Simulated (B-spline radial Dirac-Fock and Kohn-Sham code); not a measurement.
# Elastic scattering of electrons by Co

The question: how strongly Co scatters electrons elastically, and to which angles, at 8 energies.

The numbers are computed with B-spline radial Dirac-Fock and Kohn-Sham code (version 3): Dirac partial waves in the static field of the Dirac-Fock density with Furness-McCarthy exchange, no polarisation or absorption.

### Step 1. The atom as given

The Co atom in the configuration [Ar] 3d7 4s2.

```yaml
nuclear_charge: 27
electrons: 27
mass_number: 59
nuclear_rms_radius: 3.7875 fm
```

### Step 2. 484.0 eV

Recorded inputs:

```ini
task = elastic
Z = 27
charge = 0
configuration = 1s2 2s2 2p6 3s2 3p6 3d7 4s2
mass_number = 59
rms_radius = 3.7875  # fm
projectile = electron
energy = 484.0  # eV
theta = [0, 0.5, 1, 2, 4, 8, 12, 16, 24, 32, 45, 60, 75, 90, 105, 120, 135, 150, 165, 180]  # deg
```

### Step 3. 655.0 eV

Recorded inputs:

```ini
task = elastic
projectile = electron
energy = 655.0  # eV
theta = [0, 0.5, 1, 2, 4, 8, 12, 16, 24, 32, 45, 60, 75, 90, 105, 120, 135, 150, 165, 180]  # deg
```

### Step 4. 4760 eV

Settings, as recorded:

```ini
task = elastic
projectile = electron
energy = 4760.0  # eV
theta = [0, 0.5, 1, 2, 4, 8, 12, 16, 24, 32, 45, 60, 75, 90, 105, 120, 135, 150, 165, 180]  # deg
```

### Step 5. 17500 eV

Recorded inputs:

```ini
task = elastic
projectile = electron
energy = 17500.0  # eV
theta = [0, 0.5, 1, 2, 4, 8, 12, 16, 24, 32, 45, 60, 75, 90, 105, 120, 135, 150, 165, 180]  # deg
```

### Step 6. 37100 eV

Recorded inputs:

```ini
task = elastic
projectile = electron
energy = 37100.0  # eV
theta = [0, 0.5, 1, 2, 4, 8, 12, 16, 24, 32, 45, 60, 75, 90, 105, 120, 135, 150, 165, 180]  # deg
```

### Step 7. 64900 eV

Recorded inputs:

```ini
task = elastic
projectile = electron
energy = 64900.0  # eV
theta = [0, 0.5, 1, 2, 4, 8, 12, 16, 24, 32, 45, 60, 75, 90, 105, 120, 135, 150, 165, 180]  # deg
```

### Step 8. 101000 eV

The run's settings:

```ini
task = elastic
projectile = electron
energy = 101000.0  # eV
theta = [0, 0.5, 1, 2, 4, 8, 12, 16, 24, 32, 45, 60, 75, 90, 105, 120, 135, 150, 165, 180]  # deg
```

### Step 9. 115000 eV

Recorded inputs:

```ini
task = elastic
projectile = electron
energy = 115000.0  # eV
theta = [0, 0.5, 1, 2, 4, 8, 12, 16, 24, 32, 45, 60, 75, 90, 105, 120, 135, 150, 165, 180]  # deg
```

(Steps that only read results are left out.)

Before running it: what results should come out? Wanted: largest Sherman function.

The runs gave:

```
                quantity                      value
σ at 484.0 and 115000 eV       8.78 and 0.205 bohr²
    backward share there          12.7 and 0.0172 %
largest Sherman function  -0.080 at 120°, 115000 eV
```

**Reading.** It takes about 3.3 elastic collisions to lose the direction at 484.0 eV and 380 at 115000 eV (σ over the first transport cross section). Deep diffraction minima show in the angular distribution up to 655.0 eV.
